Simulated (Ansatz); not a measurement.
# F2H7NSi: the cost of one run

Computed with Ansatz 0.2.0, Gaussian basis. Level: PBE0-D4/def2-SVP.

30 further runs of the same task are left out: 2 that didn't finish, 28 set aside as unsound or not needed.

## (1) The system as given

The first end: 11 atoms, charge 0, spin multiplicity 1.

Atoms are counted from 1 here; the program's logs count them from 0.

Bond lengths: Si1–N2 1.778 Å, Si1–H3 1.488 Å, Si1–H4 1.477 Å, Si1–H5 1.477 Å, N2–H10 1.015 Å, N2–H11 1.014 Å, H6–F7 0.944 Å, H8–F9 0.999 Å. Angles: N2–Si1–H3 110.4°, N2–Si1–H4 106.8°, N2–Si1–H5 106.8°, H3–Si1–H4 109.7°, H3–Si1–H5 109.7°, H4–Si1–H5 113.4°, Si1–N2–H10 113.2°, Si1–N2–H11 113.2°, H10–N2–H11 107.1°.

Geometry (Å):

```
Si   -0.49638    0.35784   -1.18618
N     0.20849   -1.05166   -0.36331
H    -0.84626    0.01533   -2.59131
H    -1.71974    0.71913   -0.44219
H     0.53141    1.41816   -1.17302
H     0.32298    1.05848    2.00960
F    -0.02237    1.90130    1.76245
H     0.57868   -0.72795    1.07745
F     0.80349   -0.46649    2.01465
H    -0.42466   -1.84262   -0.31116
H     1.06416   -1.38173   -0.79697
```

The second end:

```xyz
11

Si   -0.8072    0.9543   -0.8381
N     0.5990   -1.2044   -0.1738
H    -1.5403   -0.1841   -1.4282
H    -1.6123    2.1767   -1.1206
H     0.5451    1.1956   -1.3801
H     0.2898    0.4915    1.9499
F    -0.8429    0.9587    0.7927
H     1.2367   -1.0293    0.5965
F     0.9871    0.1349    2.4607
H     0.0011   -1.9727    0.1078
H     1.1437   -1.5214   -0.9668
```

## (2) The band at PBE0-D4/def2-SVP

Contents of neb/in.yaml:

```yaml
crystal:
  periodic: [false, false, false]
  atoms:
    - {symbol: Si, position_ang: [-0.496381, 0.357837, -1.186182]}
    - {symbol: N, position_ang: [0.208489, -1.051661, -0.363309]}
    - {symbol: H, position_ang: [-0.846262, 0.015326, -2.591312]}
    - {symbol: H, position_ang: [-1.719736, 0.719133, -0.442192]}
    - {symbol: H, position_ang: [0.531415, 1.418165, -1.173023]}
    - {symbol: H, position_ang: [0.322980, 1.058485, 2.009604]}
    - {symbol: F, position_ang: [-0.022370, 1.901304, 1.762448]}
    - {symbol: H, position_ang: [0.578676, -0.727946, 1.077451]}
    - {symbol: F, position_ang: [0.803486, -0.466492, 2.014648]}
    - {symbol: H, position_ang: [-0.424662, -1.842624, -0.311158]}
    - {symbol: H, position_ang: [1.064164, -1.381728, -0.796975]}
basis:
  gaussian: {orbitals: def2-SVP}
hamiltonian: {xc: pbe0, dispersion: d4}
neb:
  images: 5
  climbing: true
  max_iterations: 40
  initial_path: idpp
  final_atoms:
    - {symbol: Si, position_ang: [-0.807196, 0.954284, -0.838100]}
    - {symbol: N, position_ang: [0.599044, -1.204425, -0.173845]}
    - {symbol: H, position_ang: [-1.540348, -0.184074, -1.428227]}
    - {symbol: H, position_ang: [-1.612338, 2.176652, -1.120571]}
    - {symbol: H, position_ang: [0.545143, 1.195602, -1.380084]}
    - {symbol: H, position_ang: [0.289828, 0.491535, 1.949897]}
    - {symbol: F, position_ang: [-0.842932, 0.958730, 0.792711]}
    - {symbol: H, position_ang: [1.236704, -1.029307, 0.596528]}
    - {symbol: F, position_ang: [0.987119, 0.134930, 2.460708]}
    - {symbol: H, position_ang: [0.001107, -1.972706, 0.107776]}
    - {symbol: H, position_ang: [1.143669, -1.521421, -0.966793]}
```

Run with:

```sh
$ ansatz run in.yaml --threads 4 --pin off --events-out ev --progress --plain --max-ram 9574MiB
```

**Question.** How long does this run take on 4 threads of AMD EPYC 7R43, shared host?

About 4 min.
